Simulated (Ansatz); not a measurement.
InSb3 under changes of volume

One of the cells (27.318 Å³/atom); the others are scaled copies at fixed shape and fractional positions:

```
CELL_PARAMETERS angstrom
0.00000 3.79455 3.79455
3.79455 0.00000 3.79455
3.79455 3.79455 0.00000
ATOMIC_POSITIONS crystal
Sb 0.50000 0.50000 0.50000
Sb 0.75000 0.75000 0.75000
Sb 0.25000 0.25000 0.25000
In 0.00000 0.00000 0.00000
```

The cell comes from a database or a generator and needn't be the stable form of this composition.

| Property | Result |
| --- | --- |
| Program | Ansatz 0.2.0 |
| Functional | LDA |
| Potentials or basis | Ansatz PAW |
| Cutoff | 420 eV (not typed: the program's choice for these potentials) |
| k mesh | 6 × 6 × 6 |
| Occupations | fermi-dirac, width 0.05 eV |
| Spin | no spin polarisation |

```csv
volume (Å³/atom),energy over the lowest point (meV/atom),pressure (GPa)
25.679,0.00,-1.2
26.226,6.21,-2.3
26.772,16.07,-3.3
27.318,29.13,-4.2
27.865,?,?
28.411,63.36,-5.7
28.957,83.96,-6.3
```

What does the run at 27.865 Å³/atom give?

Energy over the lowest point 45.00 meV/atom; pressure -5.0 GPa.

Worked out: A Birch-Murnaghan fit of order 3 (a polynomial in V^(-2/3)) to the other rows has its minimum at 25.14 Å³/atom, just outside them, with B0 = V·E''(V) = 62 GPa and B' = 4.7. It gives 45.01 meV/atom at 27.865 Å³/atom, against the run's 45.00, and -dE/dV = -5.0 GPa, against -5.0.

Energies are extrapolated to zero smearing.

Caveats: the PAW data sets come from PBE, with cores solved anew for the run's functional, which leaves a small shift of forces and pressure.
